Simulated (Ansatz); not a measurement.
# Yb2TiZnC2: the cost of one run

Method: DFT PBE, scalar-relativistic, plane waves, PAW, unless a step names another level, in Ansatz 0.2.0.

7 further runs of the same task are left out: 7 set aside as unsound or not needed.

**1. Plan**

Pauling electronegativities: Yb 1.10, Ti 1.54, Zn 1.65, C 2.55 (spread 1.45). The formula balances with common oxidation states: Zn +2, Ti +2, Yb +2, C -4. Tabulated atomic sizes suggest about 16 Å³/atom. 26 candidates were drawn, by swapping species into database cells of other compounds, at random by space group and Wyckoff sites, or by hand, as the table says:

```csv
name,made from,space group no.,Wyckoff sites,atoms (primitive cell),V (Å³/atom)
c01,random,187,Yb 2i; Ti 1f; Zn 1d; C 2h,6,17.5
c02,database cell of GdCo2B2C,139,Yb 4e; Ti 2a; Zn 2b; C 4d,6,14.4
c03,random,123,Yb 2e; Ti 1a; Zn 1d; C 2h,6,20.3
c04,random,6,"Yb 2c; Ti 1a; Zn 1b; C 1a, 1b",6,19.7
c05,random,38,"Yb 2a, 2b; Ti 2b; Zn 2b; C 4e",6,18.6
c06,database cell of Dy2ZnCuSi2,25,"Yb 1a, 1b; Ti 1c; Zn 1d; C 1d, 1c",6,17.9
c07,random,156,"Yb 1c, 1b; Ti 1a; Zn 1a; C 1a, 1b",6,16.7
c08,database cell of MoWSe2S2,156,"Yb 1b, 1b; Ti 1b; Zn 1a; C 1a, 1a",6,22.6
c09,random,187,"Yb 1f, 1e; Ti 1a; Zn 1d; C 1c, 1b",6,17.9
c10,random,191,Yb 2d; Ti 1b; Zn 1a; C 2c,6,20.3
c11,random,12,"Yb 4f; Ti 2a; Zn 2b; C 2c, 2d",6,18.3
c12,database cell of EuNi2B2C,139,Yb 4d; Ti 2a; Zn 2b; C 4e,6,14.5
c13,database cell of PrSi2Mo2C,123,Yb 2h; Ti 1a; Zn 1b; C 2f,6,14.9
c14,random,12,Yb 4e; Ti 2b; Zn 2a; C 4f,6,17.7
c15,random,123,"Yb 1a, 1c; Ti 1b; Zn 1d; C 2h",6,19.0
c16,database cell of LiYCu2P2,164,Yb 2d; Ti 1b; Zn 1a; C 2d,6,15.1
c17,random,25,"Yb 1a, 1c; Ti 1b; Zn 1a; C 1c, 1b",6,18.4
c18,random,183,Yb 2b; Ti 1a; Zn 1a; C 2b,6,18.3
c19,database cell of Nd2Co2SiC,71,Yb 4h; Ti 2c; Zn 2a; C 4j,6,17.3
c20,random,71,Yb 4i; Ti 2d; Zn 2b; C 4f,6,18.0
c21,random,123,"Yb 2e; Ti 1c; Zn 1b; C 1d, 1a",6,19.4
c22,random,166,Yb 6c; Ti 3a; Zn 3b; C 6c,6,20.9
c23,database cell of La2AlCo2C,71,Yb 4j; Ti 2c; Zn 2a; C 4g,6,17.7
c24,random,65,"Yb 2a, 2b; Ti 2c; Zn 2d; C 4j",6,19.3
c25,database cell of Ho2ZnCuSi2,25,"Yb 1a, 1b; Ti 1d; Zn 1c; C 1d, 1c",6,18.0
c26,database cell of CeAl2BRu2,123,Yb 2h; Ti 1b; Zn 1a; C 2f,6,17.3
```

**2. Screening run of c15**

Input file input.yaml:

```yaml
crystal:
  lattice:
    - [3.66891879, 0.0, 0.0]
    - [0.0, 3.66891879, 0.0]
    - [0.0, 0.0, 8.49077172]
  atoms:
    - { symbol: Yb, position: [0.0, 0.0, 0.0] }
    - { symbol: Yb, position: [0.5, 0.5, 0.0] }
    - { symbol: Ti, position: [0.0, 0.0, 0.5] }
    - { symbol: Zn, position: [0.5, 0.5, 0.5] }
    - { symbol: C, position: [0.5, 0.5, 0.67262913] }
    - { symbol: C, position: [0.5, 0.5, 0.32737087] }
basis:
  ecutwfc: 420
kpoints:
  mp_grid: { grid: [4, 4, 2] }
hamiltonian:
  xc: pbe
scf:
  occupations: { method: gaussian, width: 0.2 }
  lower_state_search: "off"
output:
  forces: true
  stress: true
  eigenvalues: true
relax:
  adjacent_minimum: "off"
  f_tol: 0.08
  max_steps: 16
  cell: { stress_tol: 0.8 }
```

On the command line:

```console
> ansatz run input.yaml --threads 1 --pin off --max-ram 2560MiB --backend cpu --events-out ev --progress --plain --runs-dir out
```

Q: Estimate wall time and peak memory on 1 thread of Arm Neoverse N1, shared host.

About 1.7 min, with a peak of 0.51 GiB.
